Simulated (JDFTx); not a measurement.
# COH2 in JDFTx: reference runs

Reference runs on COH2: the cell as given.

Program: JDFTx 1.7.0 (patched build). These are calculated values, not measurements. Logs are shortened: lines on timing, memory, paths and dates and some standing lists are left out, and cuts for length are marked. The log counts tension as positive stress, the text compression.

**1. Starting point**

The cell holds a molecule in a box, 4 atoms: a = 11.000 Å, b = 11.000 Å, c = 11.000 Å, α = 90.00°, β = 90.00°, γ = 90.00°.

**2. Single point, PBE**

H2CO.in reads:

```
lattice \
   20.7869873709     0.0000000000     0.0000000000 \
    0.0000000000    20.7869873709     0.0000000000 \
    0.0000000000     0.0000000000    20.7869873709
coords-type Lattice
ion C      0.4942363600     0.5263545500     0.5023000000 1
ion O      0.5574000000     0.5760454500     0.5754454500 1
ion H      0.4449636400     0.5774363600     0.4307363600 1
ion H      0.4813727300     0.4263818200     0.5019181800 1

ion-species pseudo/C.upf
ion-species pseudo/O.upf
ion-species pseudo/H.upf
elec-cutoff 42 336
elec-ex-corr gga-PBE
kpoint-folding 1 1 1
elec-smearing Fermi 0.0018374661
elec-n-bands 11
electronic-SCF nIterations 100 energyDiffThreshold 1e-09
electronic-minimize nIterations 30 energyDiffThreshold 1e-7
converge-empty-states yes
forces-output-coords Cartesian

dump-name run.$VAR
dump End Ecomponents EigStats BandEigs Kpoints Forces Stress
```

Potentials or basis: PseudoDojo-SR-PBE-0.5-standard with smoothed tails.

Run with:

```bash
jdftx -c 1 -i H2CO.in -o H2CO.out
```

What it wrote:

```text
*************** JDFTx 1.7.0 (patched build) ***************

Input parsed successfully to the following command list (including defaults):
[... the input with its defaults ...]

---------- Setting up symmetries ----------

Found 48 point-group symmetries of the bravais lattice
Found 1 space-group symmetries with basis
Applied RMS atom displacement 0 bohrs to make symmetries exact.

---------- Initializing the Grid ----------
R =
[       20.787            0            0  ]
[            0       20.787            0  ]
[            0            0       20.787  ]
unit cell volume = 8982.03
G =
[   0.302265          0          0  ]
[          0   0.302265          0  ]
[          0          0   0.302265  ]
Minimum fftbox size, Smin = [  172  172  172  ]
Chosen fftbox size, S = [  180  180  180  ]

---------- Initializing tighter grid for wavefunction operations ----------
R =
[       20.787            0            0  ]
[            0       20.787            0  ]
[            0            0       20.787  ]
unit cell volume = 8982.03
G =
[   0.302265          0          0  ]
[          0   0.302265          0  ]
[          0          0   0.302265  ]
Minimum fftbox size, Smin = [  124  124  124  ]
Chosen fftbox size, S = [  126  126  126  ]

---------- Exchange Correlation functional ----------
Initalized PBE GGA exchange.
Initalized PBE GGA correlation.

---------- Setting up pseudopotentials ----------
Width of ionic core gaussian charges (only for fluid interactions / plotting) set to 0

Reading pseudopotential file 'pseudo/C.upf':
  'C' pseudopotential, 'PBE' functional
  Generated using ONCVPSP code by D. R. Hamann
  4 valence electrons, 2 orbitals, 4 projectors, 1001 radial grid points, with lMax = 1
    2S    l: 0   occupation:  2.0   eigenvalue: -0.505335
    2P    l: 1   occupation:  2.0   eigenvalue: -0.194238
  Core radius for overlap checks: 1.21 bohrs.

Reading pseudopotential file 'pseudo/O.upf':
  'O' pseudopotential, 'PBE' functional
  Generated using ONCVPSP code by D. R. Hamann
  6 valence electrons, 2 orbitals, 5 projectors, 936 radial grid points, with lMax = 2
    2S    l: 0   occupation:  2.0   eigenvalue: -0.880572
    2P    l: 1   occupation:  4.0   eigenvalue: -0.331869
  Core radius for overlap checks: 1.39 bohrs.

Reading pseudopotential file 'pseudo/H.upf':
  'H' pseudopotential, 'PBE' functional
  Generated using ONCVPSP code by D. R. Hamann
  1 valence electrons, 1 orbitals, 3 projectors, 1001 radial grid points, with lMax = 1
    1S    l: 0   occupation:  1.0   eigenvalue: -0.238602
  Core radius for overlap checks: 0.96 bohrs.

Initialized 3 species with 4 total atoms.

Folded 1 k-points by 1x1x1 to 1 k-points.

[... 23 lines left out ...]
LCAOMinimize: Iter:   1  F: -22.5857431319858932  |grad|_K:  8.211e-03  alpha:  2.571e-01  linmin: -5.246e-01  cgtest:  8.027e-01
LCAOMinimize: Encountered beta<0, resetting CG.
[... 11 lines of inner loops ...]
LCAOMinimize: Iter:   6  F: -22.5877419681432805  |grad|_K:  1.385e-06  alpha:  7.333e-01  linmin: -2.734e-06  cgtest:  1.184e-05
	FillingsUpdate:  mu: -0.244471814  nElectrons: 12.000000
LCAOMinimize: Iter:   7  F: -22.5877419681890395  |grad|_K:  5.615e-07  alpha:  3.881e-01  linmin:  4.019e-04  cgtest: -1.955e-03
LCAOMinimize: Converged (|Delta F|<1.000000e-06 for 2 iters).

-------- Electronic minimization -----------
Will mix electronic density at each iteration.
	FillingsUpdate:  mu: -0.244471814  nElectrons: 12.000000
	FillingsUpdate:  mu: -0.257654785  nElectrons: 12.000000
SCF: Cycle:  0   F: -22.814028669600841   dF: -2.263e-01   |Residual|: 2.961e-01   |deigs|: 1.392e-01
	FillingsUpdate:  mu: -0.200000000  nElectrons: 12.000000
SCF: Cycle:  1   F: -22.866207458061162   dF: -5.218e-02   |Residual|: 1.504e-01   |deigs|: 4.686e-02
	FillingsUpdate:  mu: -0.176961193  nElectrons: 12.000000
SCF: Cycle:  2   F: -22.878747873158765   dF: -1.254e-02   |Residual|: 4.458e-02   |deigs|: 3.898e-02
	FillingsUpdate:  mu: -0.171886005  nElectrons: 12.000000
SCF: Cycle:  3   F: -22.879853682242757   dF: -1.106e-03   |Residual|: 2.294e-02   |deigs|: 5.167e-03
	FillingsUpdate:  mu: -0.168850337  nElectrons: 12.000000
SCF: Cycle:  4   F: -22.879890193954360   dF: -3.651e-05   |Residual|: 8.434e-03   |deigs|: 3.245e-03
	FillingsUpdate:  mu: -0.164755455  nElectrons: 12.000000
SCF: Cycle:  5   F: -22.880022519483894   dF: -1.323e-04   |Residual|: 5.260e-03   |deigs|: 3.922e-03
	FillingsUpdate:  mu: -0.159029932  nElectrons: 12.000000
SCF: Cycle:  6   F: -22.880038783952017   dF: -1.626e-05   |Residual|: 3.113e-03   |deigs|: 5.460e-03
	FillingsUpdate:  mu: -0.157824510  nElectrons: 12.000000
SCF: Cycle:  7   F: -22.880035052650168   dF: +3.731e-06   |Residual|: 2.341e-03   |deigs|: 1.616e-03
[... 9 lines left out ...]
SCF: Cycle: 12   F: -22.880063669294724   dF: -5.405e-07   |Residual|: 2.708e-04   |deigs|: 7.262e-04
	FillingsUpdate:  mu: -0.155212517  nElectrons: 12.000000
SCF: Cycle: 13   F: -22.880063799391309   dF: -1.301e-07   |Residual|: 2.813e-04   |deigs|: 4.531e-04
	FillingsUpdate:  mu: -0.155128836  nElectrons: 12.000000
SCF: Cycle: 14   F: -22.880063905575120   dF: -1.062e-07   |Residual|: 9.661e-05   |deigs|: 3.796e-04
	FillingsUpdate:  mu: -0.155103864  nElectrons: 12.000000
SCF: Cycle: 15   F: -22.880063934341141   dF: -2.877e-08   |Residual|: 6.637e-05   |deigs|: 4.276e-04
	FillingsUpdate:  mu: -0.155091088  nElectrons: 12.000000
SCF: Cycle: 16   F: -22.880063953544511   dF: -1.920e-08   |Residual|: 3.162e-05   |deigs|: 2.827e-04
	FillingsUpdate:  mu: -0.155102590  nElectrons: 12.000000
SCF: Cycle: 17   F: -22.880063956375679   dF: -2.831e-09   |Residual|: 2.299e-05   |deigs|: 2.274e-04
	FillingsUpdate:  mu: -0.155101140  nElectrons: 12.000000
SCF: Cycle: 18   F: -22.880063957161216   dF: -7.855e-10   |Residual|: 1.223e-05   |deigs|: 1.966e-04
	FillingsUpdate:  mu: -0.155099617  nElectrons: 12.000000
SCF: Cycle: 19   F: -22.880063957230000   dF: -6.878e-11   |Residual|: 6.579e-06   |deigs|: 2.364e-04
SCF: Converged (|Delta E|<1.000000e-09 for 2 iters).

Setting wave functions to eigenvectors of Hamiltonian
Converging empty states (this may take a while): |deigs|: 3.685e-04

# Stress tensor in Cartesian coordinates [Eh/a0^3]:
[ -1.79945e-06 -1.10007e-06 -2.21873e-06  ]
[ -1.10007e-06 -2.32387e-06 -1.03001e-06  ]
[ -2.21873e-06 -1.03001e-06 -2.60648e-06  ]

# Ionic positions in lattice coordinates:
ion C   0.494236360000000   0.526354550000000   0.502300000000000 1
ion O   0.557400000000000   0.576045450000000   0.575445450000000 1
ion H   0.444963640000000   0.577436360000000   0.430736360000000 1
ion H   0.481372730000000   0.426381820000000   0.501918180000000 1

# Forces in Cartesian coordinates:
force C  -0.007165972859446  -0.005678920858711  -0.008275843011008 1
force O   0.010544508456869   0.008301567339833   0.012210921564609 1
force H  -0.002576412565867   0.002335910439240  -0.003696431586591 1
force H  -0.000801748878967  -0.004961001392203  -0.000234439855161 1

# Energy components:
   Eewald =        8.1263940920950990
       EH =       26.7128304245204902
     Eloc =      -64.8173489090700627
      Enl =       -2.9909629312152282
      Exc =       -6.9504434015414374
 Exc_core =        0.8127584054662882
       KE =       16.2267083625148487
-------------------------------------
     Etot =      -22.8800639572300000
       TS =        0.0000000000000001
-------------------------------------
        F =      -22.8800639572300000

IonicMinimize: Iter:   0  F: -22.880063957230000  |grad|_K:  6.661e-03
IonicMinimize: None of the convergence criteria satisfied after 0 iterations.

#--- Lowdin population analysis ---
# oxidation-state C +0.200
# oxidation-state O -0.289
# oxidation-state H +0.159 +0.159

Dumping 'run.eigStats' ...
	eMin: -0.980573 at state 0 ( [ +0.000000 +0.000000 +0.000000 ] spin 0 )
	HOMO: -0.222882 at state 0 ( [ +0.000000 +0.000000 +0.000000 ] spin 0 )
	mu  : -0.155100
	LUMO: -0.090256 at state 0 ( [ +0.000000 +0.000000 +0.000000 ] spin 0 )
	eMax: +0.034155 at state 0 ( [ +0.000000 +0.000000 +0.000000 ] spin 0 )
	HOMO-LUMO gap: +0.132626
	Optical gap  : +0.132626 at state 0 ( [ +0.000000 +0.000000 +0.000000 ] spin 0 )
Done!
[note: mu as printed may lie anywhere between the filled and the empty levels]
```

Wall time 4.2 min (1 thread of Arm Neoverse V2, shared host); peak memory 1.8 GiB.

What came out:

```yaml
Free_energy: -622.5983 eV
Largest_force: 0.933 eV/Å
Gap_between_the_frontier_levels: 3.61 eV
Loewdin_charges: C +0.20; O -0.29; H +0.16 e
```

Forces on the atoms (eV/Å):
```
C   -0.368 -0.292 -0.426
O    0.542  0.427  0.628
H   -0.132  0.120 -0.190
H   -0.041 -0.255 -0.012
```

Levels at points of the mesh, in eV from the valence-band top:
```
           k point  band 1  band 2  band 3  band 4  band 5  band 6  band 7  band 8  band 9  band 10
(0.00, 0.00, 0.00)  -20.62   -9.48   -5.99   -4.81   -3.97    0.00    3.61    5.66    6.64     6.78
```

Caveat: the atomic charges don't sum to the cell's charge. As with any semilocal functional, this PBE gap is likely too small.
